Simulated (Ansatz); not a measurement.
# C2H3BrFGa: small, medium and large basis sets

How large a basis does C2H3BrFGa need? Two functionals are run in growing sets.

Method: one geometry, several basis sets; program: Ansatz 0.2.0, Gaussian basis.

The runs, in order: PBE0-D4/def2-SVP; ωB97M-V/def2-SVP; PBE0-D4/def2-QZVPP; ωB97M-V/def2-QZVPP; the functionals' def2-TZVPP values are taken from earlier runs.

## (1) Structure used throughout

The geometry comes from an earlier relaxation with PBE0-D4 in a triple-zeta def2 set; it is a stationary point, not always the lowest conformer.

SMILES `C=[CH][Ga]([F])[Br]`, 8 atoms, charge 0, spin multiplicity 1.

Atoms are counted from 1 here; the program's logs count them from 0.

Bond lengths: C1–C2 1.331 Å, C1–H6 1.088 Å, C1–H7 1.086 Å, C2–Ga3 1.926 Å, C2–H8 1.086 Å, Ga3–F4 1.752 Å, Ga3–Br5 2.270 Å. Angles: C2–C1–H6 121.7°, C2–C1–H7 122.1°, H6–C1–H7 116.2°, C1–C2–Ga3 119.8°, C1–C2–H8 120.0°, Ga3–C2–H8 120.2°, C2–Ga3–F4 117.9°, C2–Ga3–Br5 128.3°, F4–Ga3–Br5 113.8°.

As a file:

```mol
C2H3BrFGa
  3D, bonds by distance, orders not assigned

  8  7  0  0  0  0  0  0  0  0999 V2000
   -0.9285   -0.5396    1.0110 C   0  0
    0.1237    0.2114    0.6957 C   0  0
    0.6934    0.3383   -1.1401 Ga  0  0
   -0.2130   -0.5569   -2.3428 F   0  0
    2.4308    1.5227   -1.9956 Br  0  0
   -1.2768   -0.6334    2.0370 H   0  0
   -1.4885   -1.0931    0.2630 H   0  0
    0.6589    0.7507    1.4718 H   0  0
  1  2  8  0
  2  3  8  0
  3  4  8  0
  3  5  8  0
  1  6  8  0
  1  7  8  0
  2  8  8  0
M  END
```

## (2) PBE0-D4 in def2-SVP

Input file in.yaml:

```yaml
crystal:
  periodic: [false, false, false]
  atoms:
    - {symbol: C, position_ang: [-0.928545, -0.539636, 1.011014]}
    - {symbol: C, position_ang: [0.123706, 0.211397, 0.695674]}
    - {symbol: Ga, position_ang: [0.693445, 0.338323, -1.140078]}
    - {symbol: F, position_ang: [-0.213041, -0.556908, -2.342776]}
    - {symbol: Br, position_ang: [2.430813, 1.522657, -1.995595]}
    - {symbol: H, position_ang: [-1.276777, -0.633397, 2.037007]}
    - {symbol: H, position_ang: [-1.488454, -1.093106, 0.262987]}
    - {symbol: H, position_ang: [0.658853, 0.750660, 1.471766]}
basis:
  gaussian: {orbitals: def2-SVP}
hamiltonian: {xc: pbe0, dispersion: d4}
output: {orbitals: {seedname: orbitals}}
```

Command:

```bash
$ ansatz run in.yaml --threads 4 --pin off --events-out ev --progress --plain --max-ram 10444MiB
```

After this run come: ωB97M-V in def2-SVP; PBE0-D4 in def2-QZVPP; ωB97M-V in def2-QZVPP.

Before running them: what should the planned runs give, taken together? Wanted: PBE0-D4: double and triple zeta above quadruple; ωB97M-V: double and triple zeta above quadruple.

As calculated:

```
                                       quantity           value
PBE0-D4: double and triple zeta above quadruple  23.85, 2.89 eV
ωB97M-V: double and triple zeta above quadruple  23.85, 2.78 eV
```

In words: For PBE0-D4 the step from double to triple zeta gains 20.97 eV and the next only 2.89 eV. These are total energies; as a rule much of such shifts cancels in differences, which this series doesn't test.
